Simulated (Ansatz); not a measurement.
# SbH3S (SMILES [SH][SbH2]): one structure at several levels

One table from this session's results is given with a row withheld; the runs are named, their logs left out.

The runs use Ansatz 0.2.0, Gaussian basis; single points in def2-TZVPP.

Correlated methods freeze the cores. Filled d shells of the heavier atoms are correlated. Core potentials replace the inner electrons past krypton, and spin-orbit coupling is left out.

**The starting structure**

SMILES `[SH][SbH2]`, 5 atoms, charge 0, spin multiplicity 1.

Atoms are counted from 1 here; the program's logs count them from 0.

Bond lengths: S1–Sb2 2.347 Å, S1–H3 0.918 Å, Sb2–H4 1.445 Å, Sb2–H5 1.502 Å. Angles: Sb2–S1–H3 105.2°, S1–Sb2–H4 104.7°, S1–Sb2–H5 97.1°, H4–Sb2–H5 97.3°.

As a file:

```xyz
5
H3SSb
S     0.7314   -0.9918    0.7149
Sb   -0.4678    0.4689   -0.6770
H     0.5126   -1.8346    0.4238
H    -1.4160    1.1152    0.2009
H     0.5490    1.5746   -0.7056
```

The first run:

Input file run/in.yaml:

```yaml
crystal:
  periodic: [false, false, false]
  atoms:
    - {symbol: S, position_ang: [0.731400, -0.991800, 0.714900]}
    - {symbol: Sb, position_ang: [-0.467800, 0.468900, -0.677000]}
    - {symbol: H, position_ang: [0.512600, -1.834600, 0.423800]}
    - {symbol: H, position_ang: [-1.416000, 1.115200, 0.200900]}
    - {symbol: H, position_ang: [0.549000, 1.574600, -0.705600]}
basis:
  gaussian: {orbitals: def2-TZVPP}
correlation: {method: ccsd_t}
output: {forces: true}
```

No record of the launch command was kept for these runs.

Steps of the session up to this table: CCSD(T)/def2-TZVPP; PBE0-D4/def2-TZVPP; wB97M-V/def2-TZVPP; r2SCAN-D4/def2-TZVPP; PBE-D4/def2-TZVPP; revPBE-D4/def2-TZVPP; r2SCANh-D4/def2-TZVPP.

One of the session's tables, all rows but one given; the rest of the session is left out.

| method | RMS force component (eV/Å) | angle to CCSD(T) forces (°) | dipole (D) |
| --- | --- | --- | --- |
| CCSD(T) | 14.259 | reference | 1.22 |
| PBE0-D4 | 14.299 | 0.4 | 1.26 |
| wB97M-V | 14.186 | 0.2 | 1.29 |
| r2SCAN-D4 | ? | ? | ? |
| PBE-D4 | 14.308 | 0.8 | 1.22 |
| revPBE-D4 | 14.334 | 0.9 | 1.21 |
| r2SCANh-D4 | 14.262 | 0.3 | 1.27 |

Q: Estimate the row for r2SCAN-D4 from the others.

**Answer.** RMS force component (eV/Å): 14.266; angle to CCSD(T) forces (°): 0.4; dipole (D): 1.25. In the column «RMS force component (eV/Å)» it lies between r2SCANh-D4 (14.262) and PBE0-D4 (14.299).
